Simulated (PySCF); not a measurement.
# C5H8Si: the cost of one run

Computed with PySCF 2.14.0, with density-fitted response routines of our own, on a single molecule in the gas phase. Atoms count from 0, in the outputs and in this text.

### 1 The molecule as given

14 atoms, charge 0, multiplicity 1; geometry from: GFN2-xTB. The atoms were then displaced at random by about 0.01 Å, so the start is not that level's minimum.

Bonds of the start (Å): C0–C1 1.22, C1–Si2 1.86, Si2–C3 1.88, C3–C4 1.57, C4–C5 1.53, C5–Si2 1.90, C0–H6 1.05, Si2–H7 1.47, C3–H8 1.10, C3–H9 1.09, C4–H10 1.11, C4–H11 1.07, C5–H12 1.09, C5–H13 1.09.

### 2 Optimising the geometry at PBE0-D3(BJ)/def2-SVP

The job: settings as JSON, then the geometry in Å.

```
{"job": {"xc": "PBE0", "basis": "def2-SVP", "d3": "d3bj", "grid": 1, "shake": 0.01, "kind": "geom"}, "charge": 0, "multiplicity": 1}
C      3.177590     0.591720     0.867250
C      2.166080     0.343220     0.226920
Si     0.623990    -0.067210    -0.735910
C     -0.854810     1.025950    -0.367940
C     -1.689610    -0.213910     0.103660
C     -0.575700    -1.269600     0.120180
H      4.031250     0.851130     1.415260
H      1.003240    -0.309490    -2.135590
H     -0.745970     1.761000     0.447390
H     -1.350630     1.539830    -1.192730
H     -2.156450    -0.066970     1.099910
H     -2.468400    -0.464120    -0.586570
H     -0.863940    -2.173030    -0.423110
H     -0.303790    -1.563600     1.138600
```

The run is started by

```bash
> OMP_NUM_THREADS=1 python probes_run.py task.json out
```

This one command runs all jobs of the session in turn.

Q: Estimate the wall time and peak memory of this first job on 1 thread of Arm Neoverse V2, shared host.

About 76 s, with a peak of 0.5 GiB.
